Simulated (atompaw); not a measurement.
# A PAW (atompaw) potential for lutetium, from input to tests

Task: generate the file, and judge it by its logarithmic derivatives, its ghosts and its cutoff.

The numbers are computed with atompaw 4.2.0.5 (PBE, scalar-relativistic, spin-unpolarised reference atom).

6 further runs of the same task are left out: 6 set aside as unsound or not needed.

## 1. The atom and the settings

Typed settings, in words:

| Quantity | Value |
| --- | --- |
| element | lutetium (Lu, Z = 71) |
| type | PAW |
| frozen core | [Kr] 4d10 |
| valence charge | 25 |
| reference configuration | 4f14 5s2 5p6 5d1 6s1 6p0 (charge +1) |
| partial waves | 5s (bound): rc 2.15 bohr; 6s (bound): rc 3.00 bohr; 5p (bound): rc 2.00 bohr; 6p (bound, empty): rc 2.60 bohr; 5d (bound): rc 3.00 bohr; 5d channel at 2.6 Ry: rc 3.00 bohr; 4f (bound): rc 1.30 bohr; 4f channel at -0.8 Ry: rc 1.30 bohr |
| local potential | troulliermartins scheme with l = 4 at 0 Ry, radius 2.70 bohr |
| core correction | smooth core density matched at 2.40 bohr |
| augmentation charge | besselshape compensation charge, radius 2.95 bohr; PAW radius 3.00 bohr; waves and projectors: custom polynom2 7 10 vanderbiltortho |

The outer shells as boxes (Hund's rule for the drawing; the calculation is spin-unpolarised):

```
[Kr] core
4d [↑↓][↑↓][↑↓][↑↓][↑↓]
4f [↑↓][↑↓][↑↓][↑↓][↑↓][↑↓][↑↓]
5s [↑↓]
5p [↑↓][↑↓][↑↓]
5d [↑ ][  ][  ][  ][  ]
6s [↑ ]
6p [  ][  ][  ]
```

## 2. Generation

File Lu.input:

```
Lu 71
GGA-PBE scalarrelativistic loggrid 2001 logderivrange -7 5 301
6 6 5 4 0 0
6 0 1
6 1 0
5 2 1
0 0 0
c
c
c
c
v
v
c
c
c
v
v
c
c
v
v
3
3.00 2.95 2.70 2.40
n
n
y
2.6
n
y
-0.8
n
custom polynom2 7 10 vanderbiltortho besselshape
4 0 troulliermartins
2.15
3.00
2.00
2.60
3.00
3.00
1.30
1.30
PWSCFOUT
UPFDX 0.0125d0 UPFXMIN -7.d0 UPFZMESH 71.d0
END
```

Run with:

```console
$ atompaw < Lu.input > Lu.log
```

**Question.** What will these runs give? Wanted: cutoffs; bound ghosts; largest phase difference near zero energy, channels read; lowest eigenvalue of the overlap; share of valence orbitals outside the PAW sphere; UPF file.

The runs gave:

```
                                                quantity                                              value
                                                 cutoffs                                     not determined
                                            bound ghosts                                     s at -18.18 eV
largest phase difference near zero energy, channels read                                          0.046 rad
         lowest eigenvalue of the overlap (Bessel basis)                                          0.381 (s)
        share of valence orbitals outside the PAW sphere  5s 0 %, 6s 58 %, 5p 1 %, 6p 84 %, 5d 27 %, 4f 0 %
                                                UPF file                                            written
```

**Reading.** It has a bound ghost (s), a state that the atom doesn't have, and that rules the file out. Even at 400 Ry an occupied level stays 14 mRy from its reference, so no cutoffs are read. Near zero energy the largest phase difference among the channels read is 0.05 rad, in the s channel. The pseudo curves have a pole with no partner nearby in the atom's: s at -1.32 Ry. These are tests on the free atom; a crystal test is still owed.
